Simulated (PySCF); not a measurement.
# C5H7BF2S: magnetic properties

What do calculations give for the magnetic properties of C5H7BF2S (`CSC1=C(B(F)F)CC1`)?

Programs: PySCF 2.14.0, with routines of our own; each step states its level. All values are computed. Atoms count from 0.

## Step 1: The system as given

16 atoms, charge 0, multiplicity 1; geometry from: GFN2-xTB.

## Step 2: Magnetic properties: GIAO KT3/pcSseg-1

What the job is given:

```
{"job": {"kind": "mag", "xc": "KT3", "basis": "pcSseg-1", "isotopologues": 0}, "charge": 0, "multiplicity": 1}
C      2.485732     0.833617     0.066686
S      1.861906    -0.588043    -0.869731
C      0.185752    -0.600151    -0.495180
C     -0.707548     0.120087     0.245104
B     -0.767669     1.338238     1.149900
F     -1.917723     1.716612     1.696944
F      0.249459     2.128934     1.485278
C     -1.852741    -0.796715    -0.166618
C     -0.821186    -1.589871    -0.997479
H      2.001632     1.738481    -0.283946
H      2.289246     0.683621     1.122691
H      3.554268     0.877803    -0.118478
H     -2.303770    -1.352234     0.652483
H     -2.634347    -0.311666    -0.747057
H     -0.978304    -1.573419    -2.074170
H     -0.652305    -2.616351    -0.677839
```

Level: GIAO KT3/pcSseg-1 magnetisability, rotational g tensor and spin-rotation constants, non-relativistic, gas phase.

On the command line:

```bash
$ OMP_NUM_THREADS=1 python excited_run.py task.json out
```

The driver reads the jobs from task.json and runs them one after another.

Log:

```text
coarse grid: 14656 points
cycle   1  E = -826.0771772817  dE =  1.098e+00  |g| = 9.441e-01  |ddm| = 3.895e+00
cycle   2  E = -825.7483009274  dE =  3.289e-01  |g| = 1.642e+00  |ddm| = 1.818e+00
cycle   3  E = -826.2218779443  dE = -4.736e-01  |g| = 2.113e-01  |ddm| = 1.371e+00
cycle   4  E = -826.2317256747  dE = -9.848e-03  |g| = 1.193e-01  |ddm| = 3.770e-01
cycle   5  E = -826.2355073152  dE = -3.782e-03  |g| = 3.612e-02  |ddm| = 1.407e-01
cycle   6  E = -826.2357988647  dE = -2.915e-04  |g| = 8.793e-03  |ddm| = 3.721e-02
cycle   7  E = -826.2358141102  dE = -1.525e-05  |g| = 3.602e-03  |ddm| = 1.174e-02
cycle   8  E = -826.2358167046  dE = -2.594e-06  |g| = 1.050e-03  |ddm| = 4.483e-03
final grid: 139808 points
cycle   9  E = -826.3328461648  dE = -2.157e-04  |g| = 4.153e-02  |ddm| = 7.619e-02
cycle  10  E = -826.3322818832  dE =  5.643e-04  |g| = 7.234e-02  |ddm| = 6.314e-02
cycle  11  E = -826.3330825746  dE = -8.007e-04  |g| = 4.743e-03  |ddm| = 4.631e-02
cycle  12  E = -826.3330877959  dE = -5.221e-06  |g| = 2.078e-03  |ddm| = 8.262e-03
cycle  13  E = -826.3330889006  dE = -1.105e-06  |g| = 4.351e-04  |ddm| = 2.832e-03
cycle  14  E = -826.3330889476  dE = -4.704e-08  |g| = 2.059e-04  |ddm| = 7.178e-04
cycle  15  E = -826.3330889591  dE = -1.154e-08  |g| = 4.407e-05  |ddm| = 2.309e-04
cycle  16  E = -826.3330889597  dE = -5.261e-10  |g| = 1.142e-05  |ddm| = 5.887e-05
converged SCF energy = -826.3330889597

Magnetisability tensor (1e-30 J/T^2)
    -1289.19      -23.72      -30.98
      -23.72    -1318.22       23.77
      -30.98       23.77    -1317.49
isotropic -1308.30   principal values   -1342.66  -1329.54  -1252.70
isotropic susceptibility -78.788 1e-6 cm^3/mol

Inertial axes            a          b          c
rot. const./GHz      1.7866     1.1086     0.6931
chi total           -75.454    -80.054    -80.855
chi diamagnetic    -793.587  -1084.877  -1736.014
chi paramagnetic    718.133   1004.823   1655.159
quadrupole/D A       -9.111      7.499      1.612
g nuclear            0.5832     0.5085     0.5311
g electronic        -0.6028    -0.5233    -0.5389
g total             -0.0196    -0.0148    -0.0079

Spin-rotation constants (kHz, H = +C I.J)
atom  isotope        aa         bb         cc
  4    11B        0.422      0.285      0.142
  5    19F        2.002      2.275      0.400
  6    19F        3.420      1.294      0.467
  9     1H       -0.108     -0.105     -0.010
 10     1H       -0.106     -0.107     -0.011
 11     1H       -0.057     -0.045     -0.081
 12     1H       -0.137     -0.085     -0.010
 13     1H       -0.133     -0.085     -0.011
 14     1H       -0.151     -0.082     -0.009
 15     1H       -0.148     -0.081     -0.010
  0    13C*       0.267      0.163      0.107
  1    33S*       0.572      0.303      0.191
  2    13C*       0.731      0.593      0.121
  3    13C*       0.589      0.472      0.109
  7    13C*       0.333      0.189      0.101
  8    13C*       0.335      0.187      0.116
* in the singly substituted isotopologue
```

Run time: 78 s. Hardware: 1 thread of Intel Xeon Platinum 8259CL at 2.50GHz, shared host; peak memory 0.71 GiB.

In short:

| quantity | value |
| --- | --- |
| magnetisability | -1308·10⁻³⁰ J/T² |
| molar susceptibility | -78.8·10⁻⁶ cm³/mol |
| rotational g (a, b, c) | -0.0196, -0.0148, -0.0079 |

## Step 3: Magnetic properties: GIAO wB97X/pcSseg-1

Settings changed since step 2:

```diff
@@ -1,2 +1,2 @@
-{"job": {"kind": "mag", "xc": "KT3", "basis": "pcSseg-1", "isotopologues": 0}, "charge": 0, "multiplicity": 1}
+{"job": {"kind": "mag", "xc": "wB97X", "basis": "pcSseg-1"}, "charge": 0, "multiplicity": 1}
 C      2.485732     0.833617     0.066686
```

Level: GIAO wB97X/pcSseg-1 magnetisability, rotational g tensor and spin-rotation constants, non-relativistic, gas phase.

Log:

```text
coarse grid: 14656 points
cycle   1  E = -817.2309592299  dE =  1.680e+00  |g| = 6.995e-01  |ddm| = 3.738e+00
cycle   2  E = -817.2588657565  dE = -2.791e-02  |g| = 7.116e-01  |ddm| = 8.056e-01
cycle   3  E = -817.3288405886  dE = -6.997e-02  |g| = 5.032e-02  |ddm| = 3.591e-01
cycle   4  E = -817.3295932486  dE = -7.527e-04  |g| = 2.189e-02  |ddm| = 8.798e-02
cycle   5  E = -817.3297231323  dE = -1.299e-04  |g| = 6.994e-03  |ddm| = 3.184e-02
cycle   6  E = -817.3297371235  dE = -1.399e-05  |g| = 1.698e-03  |ddm| = 9.802e-03
cycle   7  E = -817.3297388766  dE = -1.753e-06  |g| = 9.311e-04  |ddm| = 4.603e-03
final grid: 139808 points
cycle   8  E = -817.4039230598  dE = -1.663e-04  |g| = 5.027e-03  |ddm| = 4.634e-02
cycle   9  E = -817.4039271029  dE = -4.043e-06  |g| = 3.713e-03  |ddm| = 8.440e-03
cycle  10  E = -817.4039290668  dE = -1.964e-06  |g| = 7.746e-04  |ddm| = 2.595e-03
cycle  11  E = -817.4039292313  dE = -1.644e-07  |g| = 2.433e-04  |ddm| = 1.114e-03
cycle  12  E = -817.4039292519  dE = -2.062e-08  |g| = 7.914e-05  |ddm| = 4.339e-04
cycle  13  E = -817.4039292554  dE = -3.496e-09  |g| = 3.509e-05  |ddm| = 1.875e-04
cycle  14  E = -817.4039292562  dE = -7.963e-10  |g| = 1.117e-05  |ddm| = 1.055e-04
converged SCF energy = -817.4039292562

Magnetisability tensor (1e-30 J/T^2)
    -1342.68      -21.19      -32.50
      -21.19    -1372.79       32.96
      -32.50       32.96    -1378.62
isotropic -1364.69   principal values   -1410.77  -1378.70  -1304.62
isotropic susceptibility -82.184 1e-6 cm^3/mol

Inertial axes            a          b          c
rot. const./GHz      1.7866     1.1086     0.6931
chi total           -78.569    -83.025    -84.957
chi diamagnetic    -794.746  -1087.077  -1738.133
chi paramagnetic    716.177   1004.052   1653.175
quadrupole/D A      -10.244      8.135      2.109
g nuclear            0.5832     0.5085     0.5311
g electronic        -0.6011    -0.5229    -0.5383
g total             -0.0179    -0.0144    -0.0072

Spin-rotation constants (kHz, H = +C I.J)
atom  isotope        aa         bb         cc
  4    11B        0.424      0.289      0.142
  5    19F        1.812      2.166      0.348
  6    19F        3.287      1.208      0.394
  9     1H       -0.112     -0.108     -0.013
 10     1H       -0.110     -0.109     -0.014
 11     1H       -0.063     -0.049     -0.081
 12     1H       -0.142     -0.086     -0.013
 13     1H       -0.139     -0.086     -0.014
 14     1H       -0.157     -0.083     -0.013
 15     1H       -0.154     -0.083     -0.014
  0    13C*       0.241      0.153      0.101
  1    33S*       0.554      0.274      0.186
  2    13C*       0.786      0.664      0.107
  3    13C*       0.586      0.508      0.093
  7    13C*       0.307      0.174      0.088
  8    13C*       0.316      0.174      0.100
* in the singly substituted isotopologue
```

Wall time 75 s (1 thread of Intel Xeon Platinum 8259CL at 2.50GHz, shared host); peak memory 1.1 GiB.

From this job:

| quantity | value |
| --- | --- |
| magnetisability | -1365·10⁻³⁰ J/T² |
| molar susceptibility | -82.2·10⁻⁶ cm³/mol |
| rotational g (a, b, c) | -0.0179, -0.0144, -0.0072 |

## Step 4: The levels compared

| level | ξ (10⁻³⁰ J/T²) | g(a) | g(b) | gap (eV) | functions | time |
| --- | --- | --- | --- | --- | --- | --- |
| GIAO KT3/pcSseg-1 | -1308 | -0.0196 | -0.0148 | 3.53 | 195 | 78 s |
| GIAO wB97X/pcSseg-1 | -1365 | -0.0179 | -0.0144 | 9.55 | 195 | 75 s |

## Step 5: Outcome

```
                                          quantity                      value
       magnetisability (step 2, GIAO KT3/pcSseg-1)           -1308·10⁻³⁰ J/T²
  molar susceptibility (step 2, GIAO KT3/pcSseg-1)         -78.8·10⁻⁶ cm³/mol
rotational g (a, b, c) (step 2, GIAO KT3/pcSseg-1)  -0.0196, -0.0148, -0.0079
                   magnetisability over the levels  -1365 to -1308·10⁻³⁰ J/T²
```

**Reading.** The magnetisability spreads by 4.2 % over 2 levels of like cost. Two levels can agree by chance, so this spread shows no convergence. Vibrational averaging and real surroundings are missing from these values.
